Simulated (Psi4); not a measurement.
# Si2NH5F (SMILES N[Si](F)[SiH3]): a chain of runs, part 2 of 3

Psi4 1.11. The steps go on from the part before.

### 4 The singlet cation: a geometry optimisation at CAM-B3LYP/def2-SVPD (density fitting) (run 3)

calc.py reads:

```python
import psi4

psi4.set_memory('1600 MB')
psi4.set_num_threads(1)
psi4.set_output_file('psi4.out', False)

geom = psi4.geometry("""
1 1
N
Si 1 1.729364
F 2 1.654727 1 102.40418
Si 2 2.374527 3 108.12892 1 -117.77283
H 1 1.01312 2 121.09631 3 17.46664
H 1 1.011418 5 112.61878 2 -159.93668
H 4 1.486642 2 109.44358 3 -71.98899
H 4 1.489522 7 109.72612 2 -123.78748
H 4 1.489716 7 108.81715 8 -119.4307
symmetry c1
""")

psi4.set_options(dict(basis='def2-SVPD', geom_maxiter=50))

E, wfn = psi4.optimize('cam-b3lyp', return_wfn=True)
print('E =', round(E, 9))
print(geom.to_string(dtype='xyz', units='Angstrom'))
```

The run is started by

```bash
$ python calc.py
```

psi4.out:

```text
Psi4 1.11 release

gradient() will perform analytic gradient computation.

   => Loading Basis Set <=

    Name: DEF2-SVPD
    Role: ORBITAL
    Keyword: BASIS

         ---------------------------------------------------------
                                   SCF
                              RKS Reference
                        1 Threads,   1525 MiB Core
         ---------------------------------------------------------

  ==> Geometry <==

    Molecular point group: c1
    Full point group: C1

    Geometry (in Angstrom), charge = 1, multiplicity = 1:

       Center              X                  Y                   Z               Mass
    ------------   -----------------  -----------------  -----------------  -----------------
         N           -0.668113349348     0.006628584448    -1.787205957026    14.003074004430
         SI          -0.668113349348     0.006628584448    -0.057841957026    27.976926534650
         F           -0.668113349348    -1.609471477468     0.297604289833    18.998403162730
[... 5 lines of this table left out ...]
         H            1.424864515257     2.341413947747     0.276241220176     1.007825032230

  Running in c1 symmetry.

  Rotational constants: A =      0.21357  B =      0.09093  C =      0.07025 [cm^-1]
  Rotational constants: A =   6402.63592  B =   2725.98589  C =   2106.16341 [MHz]
  Nuclear repulsion =  212.176203708274016

  Charge       = 1
  Multiplicity = 1
  Electrons    = 48
  Nalpha       = 24
  Nbeta        = 24

  ==> Algorithm <==

  SCF Algorithm Type is DF.
  DIIS enabled.
  MOM disabled.
  Fractional occupation disabled.
  Guess Type is SAD.
  Energy threshold   = 1.00e-08
  Density threshold  = 1.00e-08
  Integral threshold = 1.00e-12

  ==> Primary Basis <==

  Basis Set: DEF2-SVPD
    Blend: DEF2-SVPD
    Number of shells: 57
    Number of basis functions: 131
    Number of Cartesian functions: 139
    Spherical Harmonics?: true
    Max angular momentum: 2

  ==> DFT Potential <==

   => LibXC <=

    Version 7.1.2

   => Composite Functional: CAM-B3LYP <=

    CAM-B3LYP Hyb-GGA Exchange-Correlation Functional

    Deriv               =              1
    GGA                 =           TRUE
    Meta                =          FALSE

    Exchange Hybrid     =           TRUE
    MP2 Hybrid          =          FALSE

   => Exchange Functionals <=

    0.3500         Becke 88 [omega = 0.3300]
    0.4600   Short-range recipe for B88 functional - erf [omega = 0.3300]

   => Exact (HF) Exchange <=

    0.4600            HF,LR [omega = 0.3300]
    0.1900               HF

   => Correlation Functionals <=

    0.1900   Vosko, Wilk & Nusair (VWN5)
    0.8100   Lee, Yang & Parr

   => LibXC Density Thresholds  <==

    XC_HYB_GGA_XC_CAM_B3LYP:  1.00E-14

   => Molecular Quadrature <=

    Radial Scheme          =       TREUTLER
    Pruning Scheme         =           NONE
    Nuclear Scheme         =       TREUTLER

    Blocking Scheme        =         OCTREE
    BS radius alpha        =              1
    Pruning alpha          =              1
    Radial Points          =             75
    Spherical Points       =            302
    Total Points           =         195486
    Total Blocks           =           1491
    Max Points             =            256
    Max Functions          =            129
    Weights Tolerance      =       1.00E-15

   => Loading Basis Set <=

    Name: (DEF2-SVPD AUX)
    Role: JKFIT
    Keyword: DF_BASIS_SCF

  ==> Integral Setup <==

  DFHelper Memory: AOs need 0.194 GiB; user supplied 0.526 GiB.
  SCF_SUBTYPE=INCORE selected. In-core MEM_DF algorithm will be used.
  Using in-core AOs.

  ==> MemDFJK: Density-Fitted J/K Matrices <==

    J tasked:                   Yes
    K tasked:                   Yes
    wK tasked:                  Yes
    Omega:                3.300E-01
    Memory [MiB]:               538
    Algorithm:                 Core
    Schwarz Cutoff:           1E-12
    Mask sparsity (%):       1.7715
    Fitting Condition:        1E-10

   => Auxiliary Basis Set <=

  Basis Set: (DEF2-SVPD AUX)
    Blend: DEF2-UNIVERSAL-JKFIT
    Number of shells: 156
    Number of basis functions: 500
    Number of Cartesian functions: 596
    Spherical Harmonics?: true
    Max angular momentum: 4

  Cached 100.0% of DFT collocation blocks in 0.592 [GiB].

  Minimum eigenvalue in the overlap matrix is 3.0888804868E-04.
  Reciprocal condition number of the overlap matrix is 3.9267271891E-05.
    Using symmetric orthogonalization.

  ==> Pre-Iterations <==

  SCF Guess: Superposition of Atomic Densities via on-the-fly atomic UHF (no occupation information).

   -------------------------
    Irrep   Nso     Nmo
   -------------------------
     A        131     131
   -------------------------
    Total     131     131
   -------------------------

  ==> Iterations <==

                           Total Energy        Delta E     RMS |[F,P]|

[... 7 lines left out ...]
   @DF-RKS iter   7:  -736.01929278878720   -7.98095e-06   3.90865e-06 DIIS
[... 37 lines left out ...]
  @DF-RKS Final Energy:  -736.01929350717000
[... 24 lines left out ...]
 Dipole X            :         -4.3360436            3.9682908           -0.3677528
[... 218 lines left out ...]
    Weights Tolerance      =       1.00E-15
[... 65 lines left out ...]
   @DF-RKS iter   6:  -736.04011942953218   -3.62314e-07   2.01981e-06 DIIS
[... 21 lines left out ...]
    Nuclear Repulsion Energy =            212.9746853222831078
[... 21 lines left out ...]
 Dipole Y            :         -4.0969156            5.2428662            1.1459505
[... 212 lines left out ...]
                           Total Energy        Delta E     RMS |[F,P]|
[... 8 lines left out ...]
   @DF-RKS iter   7:  -736.05079808515541   -4.60968e-08   4.48950e-07 DIIS
[... 21 lines left out ...]
    One-Electron Energy =               -1433.9177534210327849
[... 21 lines left out ...]
 Dipole Z            :          0.5947655           -1.2928531           -0.6980876
[... 207 lines left out ...]
   @DF-RKS iter   0:  -736.02278519571178   -7.36023e+02   1.96600e-03
[... 7 lines left out ...]
   @DF-RKS iter   8:  -736.05432421796957   -1.11174e-09   4.06934e-08 DIIS
[... 21 lines left out ...]
    Two-Electron Energy =                 528.9387908392679947
[... 63 lines left out ...]
    Weights Tolerance      =       1.00E-15
[... 171 lines left out ...]
   @DF-RKS iter   1:  -736.05597348728713   -3.34052e-02   1.73227e-04 ADIIS/DIIS
[... 7 lines left out ...]
   @DF-RKS iter   9:  -736.05684314508994   -7.48059e-11   1.13506e-08 DIIS
[... 21 lines left out ...]
    DFT Exchange-Correlation Energy =     -45.7231356855546380
[... 110 lines left out ...]
	                                 ==> Convergence Check <==
[... 118 lines left out ...]
   @DF-RKS iter   2:  -736.05758696480348   -5.52443e-04   4.73112e-05 DIIS
[... 7 lines left out ...]
   @DF-RKS iter  10:  -736.05764823396282   -7.16227e-12   2.62562e-09 DIIS
[... 21 lines left out ...]
    Empirical Dispersion Energy =           0.0000000000000000
[... 111 lines left out ...]
	Measures of convergence in internal coordinates in au.
[... 117 lines left out ...]
   @DF-RKS iter   3:  -736.05780732159178   -1.54665e-05   3.07252e-05 DIIS
[... 13 lines left out ...]
    Final Occupation by Irrep:
[... 15 lines left out ...]
    Total Energy =                       -736.0578138314151602
[... 116 lines left out ...]
	  Convergence Criteria     1.00e-06 *    3.00e-04 *             o    1.20e-03 *             o
[... 112 lines left out ...]
   @DF-RKS iter   5:  -736.05787446842896   -4.79346e-08   4.45953e-07 DIIS
[... 21 lines left out ...]
    One-Electron Energy =               -1431.9521064123237011
[... 21 lines left out ...]
 Dipole Z            :          0.1477507           -0.9695787           -0.8218280
[... 207 lines left out ...]
   @DF-RKS iter   0:  -736.05595575896075   -7.36056e+02   2.66107e-04
[... 7 lines left out ...]
   @DF-RKS iter   8:  -736.05790014991715   -2.76259e-11   7.06892e-09 DIIS
[... 21 lines left out ...]
    Empirical Dispersion Energy =           0.0000000000000000
[... 111 lines left out ...]
	Measures of convergence in internal coordinates in au.
[... 117 lines left out ...]
   @DF-RKS iter   3:  -736.05791267598954   -6.85796e-06   1.29639e-05 DIIS
[... 13 lines left out ...]
    Final Occupation by Irrep:
[... 15 lines left out ...]
    Total Energy =                       -736.0579138104916410
[... 116 lines left out ...]
	  Convergence Criteria     1.00e-06 *    3.00e-04 *             o    1.20e-03 *             o
[... 100 lines left out ...]
   @DF-RKS iter   5:  -736.05791512260021   -1.02875e-08   1.53340e-07 DIIS
[... 21 lines left out ...]
    One-Electron Energy =               -1431.9289469886775805
[... 21 lines left out ...]
 Dipole Z            :          0.2520050           -1.0707817           -0.8187768
[... 195 lines left out ...]
   @DF-RKS iter   0:  -736.05802076765815   -7.36058e+02   3.41512e-05
[... 7 lines left out ...]
  Energy and wave function converged.
[... 19 lines left out ...]
      25A     -0.228767    26A     -0.178867    27A     -0.159505
      28A     -0.127625    29A     -0.091266    30A     -0.090383
      31A     -0.085292    32A     -0.049889    33A     -0.039571
[... 32 lines of this table left out ...]
     130A      3.314233   131A      3.439206

    Final Occupation by Irrep:
              A
    DOCC [    24 ]
    NA   [    24 ]
    NB   [    24 ]

  @DF-RKS Final Energy:  -736.05791492808078

   => Energetics <=

    Nuclear Repulsion Energy =            213.0113330680025001
    One-Electron Energy =               -1431.9388529640978049
    Two-Electron Energy =                 528.5927415957044104
    DFT Exchange-Correlation Energy =     -45.7231366276897759
    Empirical Dispersion Energy =           0.0000000000000000
    VV10 Nonlocal Energy =                  0.0000000000000000
    Total Energy =                       -736.0579149280807769

Computation Completed

Properties will be evaluated at   0.000000,   0.000000,   0.000000 [a0]

Properties computed using the SCF density matrix

 Multipole Moments:

 ------------------------------------------------------------------------------------
     Multipole            Electronic (a.u.)      Nuclear  (a.u.)        Total (a.u.)
 ------------------------------------------------------------------------------------

 L = 1.  Multiply by 2.5417464519 to convert [e a0] to [Debye]
 Dipole X            :         -0.0005729            0.0006109            0.0000380
 Dipole Y            :         -5.0559509            6.1266737            1.0707228
 Dipole Z            :          0.2562298           -1.0756255           -0.8193958
 Magnitude           :                                                    1.3482792

 ------------------------------------------------------------------------------------

	total time  =          9 seconds =       0.15 minutes

         ------------------------------------------------------------
                                   SCF GRAD
         ------------------------------------------------------------

  ==> Geometry <==

    Molecular point group: c1
    Full point group: C1

    Geometry (in Angstrom), charge = 1, multiplicity = 1:

       Center              X                  Y                   Z               Mass
    ------------   -----------------  -----------------  -----------------  -----------------
         N           -0.000091497176    -0.313005198877    -1.980384560010    14.003074004430
         SI          -0.000091497176    -0.313005198877    -0.327264511884    27.976926534650
         F           -0.000091497176    -1.799115804774     0.253170027107    18.998403162730
[... 5 lines of this table left out ...]
         H           -0.009227349940     2.694041000548     0.279692736036     1.007825032230

  Nuclear repulsion =  213.011333068002500

   => Molecular Quadrature <=

    Radial Scheme          =       TREUTLER
    Pruning Scheme         =           NONE
    Nuclear Scheme         =       TREUTLER

    Blocking Scheme        =         OCTREE
    BS radius alpha        =              1
    Pruning alpha          =              1
    Radial Points          =             75
    Spherical Points       =            302
    Total Points           =         195565
    Total Blocks           =           1521
    Max Points             =            256
    Max Functions          =            129
    Weights Tolerance      =       1.00E-15

  -Total Gradient:
     Atom            X                  Y                   Z
    ------   -----------------  -----------------  -----------------
       1        0.000001473005     0.000038153290    -0.000008797415
       2        0.000005808415     0.000030330121     0.000014752909
       3       -0.000005396681     0.000021930628    -0.000015212858
[... 5 lines of this table left out ...]
       9       -0.000009627251     0.000030206777    -0.000008126549

	total time  =          4 seconds =       0.07 minutes

    			-----------------------------------------

    			 OPTKING 3.0: for geometry optimizations

    			        with contributions from

    			-----------------------------------------

	                            ===> Fragment 1 <==

	 Z (Atomic Numbers)          Masses                          Geom
	       7.000000            14.003074         -0.00017290 -0.59149410 -3.74238444
	      14.000000            27.976927         -0.00017290 -0.59149410 -0.61844030
	       9.000000            18.998403         -0.00017290 -3.39983614  0.47842201
[... 5 lines of this table left out ...]
	       1.000000             1.007825         -0.01743716  5.09099966  0.52854267

	 - Coordinate -           - BOHR/RAD -       - ANG/DEG -
	 R(1,2)           =         3.123944           1.653120
	 R(1,5)           =         1.925778           1.019078
	 R(1,6)           =         1.922198           1.017183
[... 26 lines of this table left out ...]
	 D(4,2,1,6)       =        -0.000370          -0.021204

	        --- Internal Coordinate Step in ANG or DEG, aJ/ANG or AJ/DEG ---
	-------------------------------------------------------------------------------
	           Coordinate      Previous         Force          Change          New
	           ----------      --------        ------          ------        ------
	               R(1,2)       1.65312       -0.00003       -0.00001       1.65311
	               R(1,5)       1.01908        0.00002        0.00000       1.01908
	               R(1,6)       1.01718        0.00000       -0.00000       1.01718
[... 26 lines of this table left out ...]
	           D(4,2,1,6)      -0.02120       -0.00000        0.01129      -0.00991
	-------------------------------------------------------------------------------

	                                 ==> Convergence Check <==

	Measures of convergence in internal coordinates in au.

	Criteria marked as inactive (o), active & met (*), and active & unmet ( ).

	----------------------------------------------------------------------------------------------
	   Step    Total Energy     Delta E     Max Force     RMS Force      Max Disp      RMS Disp
	----------------------------------------------------------------------------------------------
	  Convergence Criteria     1.00e-06 *    3.00e-04 *             o    1.20e-03 *             o
	----------------------------------------------------------------------------------------------
	    12    -736.05791493    1.95e-07 *    3.32e-05 *    9.16e-06 o    1.94e-03      8.19e-04 o  ~
	----------------------------------------------------------------------------------------------

Next Geometry in Ang
	Fragment 1 (Ang)

	    N  -0.0005946262  -0.3130309355  -1.9804349120
	   Si   0.0003379240  -0.3129408143  -0.3273243854
	    F   0.0015851970  -1.7989436889   0.2533508849
[... 5 lines of this table left out ...]
	    H  -0.0077726526   2.6941709222   0.2798083137

    Final optimized geometry and variables:
    Molecular point group: c1
    Full point group: C1

    Geometry (in Angstrom), charge = 1, multiplicity = 1:

    N
    SI            1    1.653120
    F             2    1.595440      1  111.334270
    SI            2    2.374650      3  119.276288      1 -179.992508
    H             1    1.019078      2  123.686479      3   -0.010743
    H             1    1.017183      5  112.927521      2 -179.998182
    H             4    1.477430      2  102.643741      3  -59.518423
    H             4    1.477461      7  115.153139      2 -110.674379
    H             4    1.477544      7  115.291219      8 -138.064390

[set-up sections that repeat, and orbital energies of the middle runs, are left out above]
```

The script printed:

```text
Optimizer: Optimization complete!
E = -736.057914928
9
1 1 FH5NSi2
N                    -0.000091497176    -0.313005198877    -1.980384560010
Si                   -0.000091497176    -0.313005198877    -0.327264511884
F                    -0.000091497176    -1.799115804774     0.253170027107
Si                    0.000179353560     1.522244049576     1.179659919958
H                     0.000067493841    -1.160964591624    -2.545614131161
H                    -0.000280470524     0.536324769849    -2.540116773578
H                    -1.242099016569     1.308182186417     1.950193789464
H                     1.252096573192     1.318247477459     1.937273820653
H                    -0.009227349940     2.694041000548     0.279692736036
```

Wall time 3.1 min (1 thread of AMD EPYC 7R43 (Zen 3), shared host); peak memory 1.1 GiB.

The path in brief:

| step | energy from the first frame kept (eV) | largest force (eV/Å) |
| --- | --- | --- |
| 0 | 0.0000 | 3.7805 |
| 1 | -0.5667 | 2.0106 |
| 2 | -0.8573 | 0.8919 |
| 3 | -0.9532 | 0.4953 |
| 4 | -1.0218 | 0.1809 |
| 5 | -1.0437 | 0.1389 |
| 6 | -1.0482 | 0.0907 |
| 7 | -1.0498 | 0.0402 |
| 8 | -1.0505 | 0.0337 |
| 9 | -1.0509 | 0.0164 |
| 10 | -1.0509 | 0.0040 |
| 11 | -1.0509 | 0.0020 |

After the run. Bond lengths: N1–Si2 1.653 Å, Si2–F3 1.595 Å, Si2–Si4 2.375 Å, N1–H5 1.019 Å, N1–H6 1.017 Å, Si4–H7 1.477 Å, Si4–H8 1.477 Å, Si4–H9 1.478 Å. Some angles: N1–Si2–F3 111.3°, N1–Si2–Si4 129.4°, F3–Si2–Si4 119.3°, Si2–N1–H5 123.7°, Si2–N1–H6 123.4°, Si2–Si4–H7 102.6°, Si2–Si4–H8 102.6°, Si2–Si4–H9 103.1°, H5–N1–H6 112.9°, H7–Si4–H8 115.2°.

### 5 The singlet anion: a single-point energy at CAM-B3LYP/def2-SVPD (density fitting) (run 4)

job.py reads:

```python
import psi4

psi4.set_memory('1600 MB')
psi4.set_num_threads(1)
psi4.core.set_output_file('fh5nsi2.out', False)

geom = psi4.geometry("""
-1 1
N     -1.017844     1.361534    -0.680518
Si    -0.890663    -0.354654    -0.509567
F     -0.500255    -0.836706    -2.043623
Si     0.899390    -0.953428     0.931113
H     -1.122766     1.790190    -1.592471
H     -1.316574     1.968552     0.071317
H      0.911160    -2.428071     1.119245
H      2.220878    -0.502173     0.412737
H      0.640948    -0.303283     2.246321
symmetry c1
""")

psi4.set_options(dict(basis='def2-SVPD'))

energy_value, wavefunction = psi4.energy("cam-b3lyp", return_wfn=True)
print(f'total energy {energy_value:.8f} hartree = {energy_value * 27.211386:.5f} eV')
for k, v in sorted(psi4.core.scalar_variables().items()):
    print(f'{k:45s} {v:18.10f}')
```

The run is started by

```bash
$ python job.py
```

fh5nsi2.out (excerpt; [...] marks lines left out):

```text
[...]
  Running in c1 symmetry.
[...]
  Nuclear repulsion =  212.176207672693067
[...]
  Multiplicity = 1
[...]
  Nalpha       = 25
  Nbeta        = 25
[...]
    Number of basis functions: 131
[...]
   @DF-RKS iter   1:  -736.01677112818265   -5.15071e-01   6.08391e-03 ADIIS/DIIS
[...]
   @DF-RKS iter   9:  -736.32240782167923   -2.17571e-07   8.14588e-07 DIIS
[...]
  @DF-RKS Final Energy:  -736.32240782167923
   => Energetics <=
    Nuclear Repulsion Energy =            212.1762076726930673
    One-Electron Energy =               -1451.0732444555594611
    Two-Electron Energy =                 548.5880826274457149
    DFT Exchange-Correlation Energy =     -46.0134536662583926
    Empirical Dispersion Energy =           0.0000000000000000
    VV10 Nonlocal Energy =                  0.0000000000000000
    Total Energy =                       -736.3224078216792350
[...]
```

The script printed:

```text
total energy -736.32240782 hartree = -20036.35326 eV
CURRENT ENERGY                                   -736.3224078217
CURRENT REFERENCE ENERGY                         -736.3224078217
DD SOLVATION ENERGY                                 0.0000000000
DFT FUNCTIONAL TOTAL ENERGY                      -736.3224078217
DFT TOTAL ENERGY                                 -736.3224078217
DFT VV10 ENERGY                                     0.0000000000
DFT XC ENERGY                                     -46.0134536663
GRID ELECTRONS ALPHA                               24.9999889906
GRID ELECTRONS BETA                                24.9999889906
GRID ELECTRONS TOTAL                               49.9999779813
NUCLEAR REPULSION ENERGY                          212.1762076727
ONE-ELECTRON ENERGY                             -1451.0732444556
PCM POLARIZATION ENERGY                             0.0000000000
PE ENERGY                                           0.0000000000
SCF ITERATION ENERGY                             -736.3224078217
SCF ITERATIONS                                      9.0000000000
SCF TOTAL ENERGY                                 -736.3224078217
TWO-ELECTRON ENERGY                               548.5880826274
XC GRID RADIAL POINTS                              75.0000000000
XC GRID SPHERICAL POINTS                          302.0000000000
XC GRID TOTAL POINTS                           195487.0000000000
```

Run time: 16 s. Hardware: 1 thread of AMD EPYC 7R43 (Zen 3), shared host; peak memory 1 GiB.

(Part 2 of 3 ends here.)
